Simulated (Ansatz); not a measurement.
# AgPt3 (Pm-3m): band structure

A script is to give a band structure; the system is AgPt3 (Pm-3m).

All numbers are computed with the Python package of Ansatz 0.2.0. Level of theory: DFT PBEsol, plane waves, PAW.

## (1) The system

Symmetry: Pm-3m, No. 221, cubic system. Conventional cell: a = 3.900 Å, b = 3.900 Å, c = 3.900 Å, α = 90.00°, β = 90.00°, γ = 90.00°. Around Ag (site symmetry m-3m) lie 12 Pt at 2.76 Å. Around Pt (site symmetry 4/mmm) lie 4 Ag at 2.76 Å and 8 Pt at 2.76 Å.

No structure file is read: the coordinates are typed or built in the script.

## (2) The code

The input, bands_agpt3.py:

```python
import warnings

import ansatz
from ase import Atoms
import numpy as np

warnings.simplefilter('ignore', ansatz.DeckWarning)

atoms = Atoms(
    ['Ag', 'Pt', 'Pt', 'Pt'],
    scaled_positions=[
        [0.0, 0.0, 0.0],
        [0.0, 0.5, 0.5],
        [0.5, 0.0, 0.5],
        [0.5, 0.5, 0.0],
    ],
    cell=[
        [3.9, 0.0, 0.0],
        [0.0, 3.9, 0.0],
        [0.0, 0.0, 3.9],
    ],
    pbc=True,
)
xtal = ansatz.Crystal.from_ase(atoms)

path = [
    ('G', (0.0, 0.0, 0.0)),
    ('X', (0.0, 0.5, 0.0)),
    ('M', (0.5, 0.5, 0.0)),
    ('G', (0.0, 0.0, 0.0)),
    ('R', (0.5, 0.5, 0.5)),
]
base = xtal.calculation()
base = base.functional(ansatz.Functional.PBESOL)
base = base.pseudopotentials('paw').basis(420)
base = base.accuracy('low').kpoints(4, shift=0.5)
base = base.occupations('Fermi-Dirac', width=0.01)
base = base.mixing('anderson', preconditioner='kerker_dos')
base = base.scf(tolerance=1e-09, extra_bands=12, algorithm='direct_min')
base = base.band_structure([point for _, point in path], intervals=8).scf(extra_bands=6)
def show(event):
    row = event['data']
    if event['event'] == 'scf_iter' and row.get('harris_foulkes_ev') is not None:
        print(f'  iteration {row["iter"]:3d}  Harris-Foulkes {row["harris_foulkes_ev"]:.5f} eV  residual {row["dr2_ev"]:.2e}')


outcome = base.session().plan().execute(on_event=show)
summary = outcome.report

energy = summary['free_energy_ev']
print('AgPt3: {:.6f} eV = {:.6f} Ry = {:.6f} Ha'.format(energy, energy / 13.605693, energy / 27.211386))
print('Fermi level {:.4f} eV, {} k-points, {} symmetry operations'.format(summary['fermi_energy_ev'], summary['n_kpoints'], summary['n_symmetry_ops']))

bands = outcome.band_structure()
fermi = bands.fermi_energy_ev
print(f'zero of the bands: {fermi:.3f} eV, the Fermi level found on the SCF mesh')
for spin, channel in enumerate(bands.channels):
    print('channel', spin, '- computed levels within 6 eV of the Fermi level')
    for i, (label, _) in enumerate(path):
        levels = channel.eigenvalues_ev[i * 8] - fermi
        print(f'  {label:3s}', ' '.join(f'{e:7.3f}' for e in levels if abs(e) < 6))
```

## (3) The run

The run is started by

```console
python bands_agpt3.py
```

Standard output:

```text
  iteration   1  Harris-Foulkes -44673.50814 eV  residual 5.00e-02
  iteration   2  Harris-Foulkes -44673.50106 eV  residual 1.20e-02
  iteration   3  Harris-Foulkes -44673.49721 eV  residual 3.05e-05
  iteration   4  Harris-Foulkes -44673.49720 eV  residual 9.26e-08
  iteration   5  Harris-Foulkes -44673.49720 eV  residual 2.21e-09
  iteration   6  Harris-Foulkes -44673.49720 eV  residual 3.87e-11
AgPt3: -44673.497203 eV = -3283.441513 Ry = -1641.720756 Ha
Fermi level 22.3016 eV, 4 k-points, 48 symmetry operations
zero of the bands: 22.302 eV, the Fermi level found on the SCF mesh
channel 0 - computed levels within 6 eV of the Fermi level
  G    -3.728  -3.728  -3.728  -2.019  -2.019  -0.217  -0.217  -0.217  -0.080  -0.080   0.693   1.129   1.129   1.129   2.261   2.261   2.261
  X    -5.522  -5.304  -5.236  -4.941  -4.675  -4.675  -4.052  -4.052  -3.450  -2.439  -2.391  -2.391  -1.912  -1.525  -1.525  -1.494  -1.382  -0.289  -0.235   1.133
  M    -5.681  -5.408  -5.408  -4.790  -4.735  -4.735  -4.552  -4.173  -4.091  -3.938  -3.740  -3.740  -3.703  -2.092  -2.092  -2.005  -2.005  -1.979  -1.188  -1.005   0.852   1.962   2.515   2.515
  G    -3.728  -3.728  -3.728  -2.019  -2.019  -0.217  -0.217  -0.217  -0.080  -0.080   0.693   1.129   1.129   1.129   2.261   2.261   2.261
  R    -4.250  -4.250  -3.837  -3.837  -3.837  -3.339  -3.339  -3.339  -0.479  -0.479  -0.479  -0.192  -0.192  -0.033  -0.033  -0.033  -0.032   0.686   0.686   0.686   5.933   5.933   5.933
```

Run time: 2.6 s. Hardware: 1 thread of Intel Xeon 6975P-C (Granite Rapids), shared host; peak memory 0.4 GiB.

## (4) The run's own record

The report of the run holds:

```tsv
item	value
SCF cycles in all	6
k-points solved	4
plane waves	1189
bands	43
valence electrons	73
free energy (eV)	-44673.49720
Fermi level (eV)	22.302
```

## (5) Bands along the path

The run's results hold a band table, bands.tsv.

bands.tsv at the labelled points (eV, zero at the Fermi level; the bands nearest the Fermi level):

| point | band 33 | band 34 | band 35 | band 36 | band 37 | band 38 | band 39 | band 40 |
| --- | --- | --- | --- | --- | --- | --- | --- | --- |
| Γ | -0.08 | 0.69 | 1.13 | 1.13 | 1.13 | 2.26 | 2.26 | 2.26 |
| X | -1.52 | -1.49 | -1.38 | -0.29 | -0.24 | 1.13 | 7.93 | 8.11 |
| M | -2.00 | -1.98 | -1.19 | -1.00 | 0.85 | 1.96 | 2.52 | 2.52 |
| Γ | -0.08 | 0.69 | 1.13 | 1.13 | 1.13 | 2.26 | 2.26 | 2.26 |
| R | -0.19 | -0.03 | -0.03 | -0.03 | -0.03 | 0.69 | 0.69 | 0.69 |

## (6) Again, from the shell

Run from a file, the same calculation prints its log.

The input, input.yaml:

```yaml
crystal:
  lattice:
    - [3.9, 0.0, 0.0]
    - [0.0, 3.9, 0.0]
    - [0.0, 0.0, 3.9]
  atoms:
    - { symbol: Ag, position: [0.0, 0.0, 0.0] }
    - { symbol: Pt, position: [0.0, 0.5, 0.5] }
    - { symbol: Pt, position: [0.5, 0.0, 0.5] }
    - { symbol: Pt, position: [0.5, 0.5, 0.0] }
accuracy: low
basis:
  ecutwfc: 420.0
kpoints:
  mp_grid: { grid: [4, 4, 4], shift: [0.5, 0.5, 0.5] }
  band_path:
    path:
      - [0.0, 0.0, 0.0]
      - [0.0, 0.5, 0.0]
      - [0.5, 0.5, 0.0]
      - [0.0, 0.0, 0.0]
      - [0.5, 0.5, 0.5]
    npoints: 8
hamiltonian:
  xc: pbesol
  pseudopotentials: { kind: paw }
scf:
  algorithm: direct_min
  n_extra_bands: 6
  convergence: { dr2_threshold: 1.0e-09 }
  mixing: { algorithm: anderson, preconditioner: kerker_dos }
  occupations: { method: fermi_dirac, width: 0.01 }
```

The run is started by

```console
ansatz run input.yaml --threads 1 --pin off --max-ram 3072MiB --backend cpu --events-out ev --progress --plain --runs-dir out
```

Standard output, shortened:

```text
Warning: RAYON_NUM_THREADS=1 ignored (pool sized by the plan → 1); use --threads N
scf.n_extra_bands = 6 over 37 filled bands (N_el = 73.0): the run solves 43 bands
[...]
Pseudopotentials: kind: paw
Pseudopotential: Ag, paw, valence charge 19, recommended cutoff 420 eV (normal), Ag.paw.azcp
Pseudopotential: Pt, paw, valence charge 18, recommended cutoff 420 eV (normal), Pt.paw.azcp
Functional definition: PBEsol
[...]
Crystal: 4 atoms, lattice volume = 59.319 Å³
Basis set: ecut = 420 eV, 1189 PW (Γ)
Bands: 43, of which v1, the nominal top of the filled ones, is band 37 counted from 1 (36 counted from 0)
Symmetry: 48 space group operations
Space group: Pm-3m (ITA 221), of the structure as read, at distance tolerance 3.9e-5 Å
k-points: 4 of 64
[...]
SCF iter   1: F=—  HF=-44673.508140 eV  |F-HF|=—  |Δ(HF+E_count)|=         —  Δρ=1.01e-2  dr2=5.00e-2  ethr=1.77e-3  ⟨swp⟩=6.5  Hψ=677  notcnv=0
[...]
SCF iter   6: F=-44673.497203 eV  HF=-44673.497203 eV  |F-HF|=2.18e-11  |Δ(HF+E_count)|=  5.68e-10  Δρ=2.69e-7  dr2=3.87e-11  ethr=3.03e-12  ⟨swp⟩=3.0  Hψ=348  notcnv=0
[...]
NSCF: frozen V_eff on 33 k-points
SCF converged after 6 iterations
Stability not checked: this state was not tested for a lower state beside it, because a direct minimisation reached the state, and no test of it is asked (direct_minimisation; see scf.lower_state_search)
Free energy (F): -44673.497203 eV
[...]
E sigma→0 (E₀):  -44673.491901 eV
Entropy (-TS):   -0.010604 eV (-2.651 meV/atom)
Fermi energy:    22.301643 eV
[...]
--- Band table (eV) ---
[...]
```

Wall time 2.5 s (1 thread of Intel Xeon 6975P-C (Granite Rapids), shared host); peak memory 0.35 GiB.

Script and command line differ by 0.000 meV in the energy.

## (7) Summary of results

| quantity | value |
| --- | --- |
| free energy | -44673.4972 eV (-11168.3743 eV/atom) |
| bands on the path | cross the Fermi level |

In words: Bands cross the Fermi level along the path, so it is a metal at this level. Caveats:
- No spin polarisation was allowed.
- The mesh is modest for a metal, so energies can be off by several to tens of meV an atom and pressures by half a GPa or more; differences at equal mesh fare better.
- Only differences from the Fermi energy are physical; the zero of the scale is a convention.
- Levels are Kohn-Sham eigenvalues on this mesh, without spin-orbit coupling.
